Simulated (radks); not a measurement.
# Ionisation energy and size from Zr to Cd

The task here is to estimate one member of a computed series from the others.

Method: scalar-relativistic Kohn-Sham, r2SCAN, spin-polarised, spherical densities, finite nucleus; open shells are filled with parallel spins first. Code: radks (a radial shooting solver on a logarithmic mesh, Libxc functionals) version 1.

## The atom as given

| Quantity | Value |
| --- | --- |
| species | Zr, Nb, Mo, Tc, Ru, Rh, Pd, Ag, Cd |
| runs | 18, each species and its next ion |

Set-up of the first run:

The run's settings:

```text
Z 40
configuration [Kr] 4d2 5s2
relativity scalar-relativistic
functional r2scan,r2scan
spin polarised
nucleus finite rms 4.2694 fm
c 137.035999084
```

Among the steps run: Zr, [Kr] 4d2 5s2; Zr⁺, [Kr] 4d2 5s1; Nb, [Kr] 4d4 5s1; Nb⁺, [Kr] 4d4; Mo, [Kr] 4d5 5s1; Mo⁺, [Kr] 4d5; Tc, [Kr] 4d5 5s2; Tc⁺, [Kr] 4d5 5s1; Ru, [Kr] 4d7 5s1; Ru⁺, [Kr] 4d7; Rh, [Kr] 4d8 5s1; Rh⁺, [Kr] 4d8; Pd, [Kr] 4d10; Pd⁺, [Kr] 4d9; Ag, [Kr] 4d10 5s1; Ag⁺, [Kr] 4d10; Cd, [Kr] 4d10 5s2; Cd⁺, [Kr] 4d10 5s1.

One of the session's tables, all rows but one given; the rest of the session is left out.

| species | Δ-SCF (eV) | −ε(HOMO) (eV) | its <r> (bohr) |
| --- | --- | --- | --- |
| Zr | 6.123 | 4.111 | 3.96 |
| Nb | ? | ? | ? |
| Mo | 7.478 | 4.819 | 3.42 |
| Tc | 6.543 | 4.344 | 3.65 |
| Ru | 7.703 | 3.457 | 3.25 |
| Rh | 7.740 | 4.831 | 3.20 |
| Pd | 8.926 | 4.022 | 1.58 |
| Ag | 7.791 | 4.961 | 3.13 |
| Cd | 8.856 | 5.849 | 2.89 |

Q: Estimate the row for Nb from the others.

**Answer.** Δ-SCF (eV): 7.181; −ε(HOMO) (eV): 3.851; its <r> (bohr): 3.56. In the column «Δ-SCF (eV)» it lies between Tc (6.543) and Mo (7.478).

For Nb, Mo, Ru, Rh the highest level isn't the widest one, so −ε(HOMO) and <r> belong to different orbitals, and Δ-SCF follows the ion's typed configuration. Open shells are spherical and high-spin; term and fine-structure splittings are not resolved.
